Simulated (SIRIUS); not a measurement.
In3As:

```
CELL_PARAMETERS angstrom
4.67168 0.00000 0.00000
0.00000 4.67168 0.00000
0.00000 0.00000 4.67168
ATOMIC_POSITIONS crystal
In 0.50000 0.50000 0.00000
In 0.50000 0.00000 0.50000
In 0.00000 0.50000 0.50000
As 0.00000 0.00000 0.00000
```

The cell comes from a database or a generator and needn't be the stable form of this composition.

Program: SIRIUS 7.10.0. Alike in all runs: task single point; potentials or basis PseudoDojo 0.4.1 PBE standard (scalar relativistic); no spin polarisation; cell as given; k mesh 3 × 3 × 3; cutoff (eV) 1152; smearing fermi-dirac 0.05 eV; the mesh is coarse, so values aren't converged.

Question: Order these runs on this cell by their pressure, lowest first.
A. level revPBE
B. level BLYP
C. level PBEsol

Answer: C (-2.4 GPa), A (1.7 GPa), B (5.2 GPa).

Caveats: all runs use coarse meshes; the potentials were made for another functional, which shifts forces and pressure.

Runs at the PBE level aren't shown here.
